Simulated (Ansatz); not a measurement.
**C₂H₇ClGeS: up Jacob's ladder to CCSD(T)**

An exercise on one series of results from a longer session: the logs are not shown, and one member is left open.

Computed with Ansatz 0.2.0, Gaussian basis. Level: functionals in def2-TZVPP, the program's frozen cores in correlated methods.

Levels to be run: LDA (SPW92), PBE-D4, revPBE-D4, BLYP-D4, r2SCAN-D4, B97M-V, PBE0-D4, B3LYP-D4, r2SCANh-D4, r2SCAN0-D4, HSE06-D4, BHLYP-D4, CAM-B3LYP-D4, LC-ωPBE, ωB97X-V, ωB97M-V, B2PLYP, PBE-QIDH; CCSD(T)/def2-SVP; CCSD(T)/def2-TZVPP; CCSD(T)/def2-QZVPP; extrapolation to the limit; RPA on PBE.

### Structure used throughout

An earlier PBE0-D4 in a triple-zeta def2 set relaxation fixed the geometry.

SMILES `C[S][GeH]([CH3])[Cl]`, 12 atoms, charge 0, spin multiplicity 1.

Atoms are counted from 1 here; the program's logs count them from 0.

Bond lengths: C1–S2 1.816 Å, C1–H6 1.090 Å, C1–H7 1.090 Å, C1–H8 1.091 Å, S2–Ge3 2.211 Å, Ge3–C4 1.941 Å, Ge3–Cl5 2.156 Å, Ge3–H9 1.541 Å, C4–H10 1.090 Å, C4–H11 1.091 Å, C4–H12 1.091 Å. Angles: S2–C1–H6 106.3°, S2–C1–H7 111.9°, S2–C1–H8 111.4°, H6–C1–H7 108.5°, H6–C1–H8 108.5°, H7–C1–H8 110.0°, C1–S2–Ge3 98.0°, S2–Ge3–C4 113.3°, S2–Ge3–Cl5 105.4°, S2–Ge3–H9 109.4°, C4–Ge3–Cl5 107.7°, C4–Ge3–H9 112.9°, Cl5–Ge3–H9 107.7°, Ge3–C4–H10 109.2°, Ge3–C4–H11 109.8°, Ge3–C4–H12 109.9°, H10–C4–H11 109.5°, H10–C4–H12 109.2° and more.

Set-up of the first run:

in.yaml

```yaml
crystal:
  periodic: [false, false, false]
  atoms:
    - {symbol: C, position_ang: [-1.871107, 0.519878, 0.923957]}
    - {symbol: S, position_ang: [-0.718649, 1.662609, 0.108823]}
    - {symbol: Ge, position_ang: [1.067861, 0.360784, 0.124889]}
    - {symbol: C, position_ang: [0.999117, -1.051173, -1.204745]}
    - {symbol: Cl, position_ang: [2.721962, 1.650231, -0.375154]}
    - {symbol: H, position_ang: [-2.801803, 1.069934, 1.062503]}
    - {symbol: H, position_ang: [-2.076502, -0.357102, 0.309796]}
    - {symbol: H, position_ang: [-1.501834, 0.212484, 1.903138]}
    - {symbol: H, position_ang: [1.302665, -0.170794, 1.552490]}
    - {symbol: H, position_ang: [0.881160, -0.607710, -2.193088]}
    - {symbol: H, position_ang: [1.921000, -1.633318, -1.174631]}
    - {symbol: H, position_ang: [0.153028, -1.710822, -1.003976]}
basis:
  gaussian: {orbitals: def2-TZVPP}
hamiltonian: {xc: lda}
output: {orbitals: {seedname: orbitals}}
```

Steps of the session up to this table: LDA; PBE-D4 (GGA); revPBE-D4 (GGA); BLYP-D4 (GGA); r2SCAN-D4 (meta-GGA); B97M-V (meta-GGA); PBE0-D4 (hybrid); B3LYP-D4 (hybrid); r2SCANh-D4 (hybrid); r2SCAN0-D4 (hybrid); HSE06-D4 (hybrid); BHLYP-D4 (hybrid); CAM-B3LYP-D4 (range-separated); LC-ωPBE (range-separated); ωB97X-V (range-separated); ωB97M-V (range-separated); B2PLYP (double hybrid); PBE-QIDH (double hybrid).

One of the session's tables, all rows but one given; the rest of the session is left out.

It belongs to the step «Frontier levels by functional». 

| functional | HOMO (eV) | gap (eV) |
| --- | --- | --- |
| LDA (SPW92) | -5.82 | 4.60 |
| PBE-D4 | -5.72 | 4.77 |
| revPBE-D4 | -5.68 | 4.85 |
| BLYP-D4 | -5.57 | 4.74 |
| r2SCAN-D4 | -5.99 | 5.33 |
| B97M-V | ? | ? |
| PBE0-D4 | -6.95 | 6.90 |
| B3LYP-D4 | -6.72 | 6.43 |
| r2SCANh-D4 | -6.44 | 6.10 |
| r2SCAN0-D4 | -7.12 | 7.24 |
| HSE06-D4 | -6.55 | 6.12 |
| BHLYP-D4 | -8.05 | 8.90 |
| CAM-B3LYP-D4 | -8.28 | 9.25 |
| LC-ωPBE | -9.67 | 11.85 |
| ωB97X-V | -9.32 | 11.33 |
| ωB97M-V | -9.15 | 10.92 |

Q: Estimate the row for B97M-V from the others.

The run gave: HOMO (eV): -6.10; gap (eV): 5.39. In the column «HOMO (eV)» it lies between r2SCANh-D4 (-6.44) and r2SCAN-D4 (-5.99).
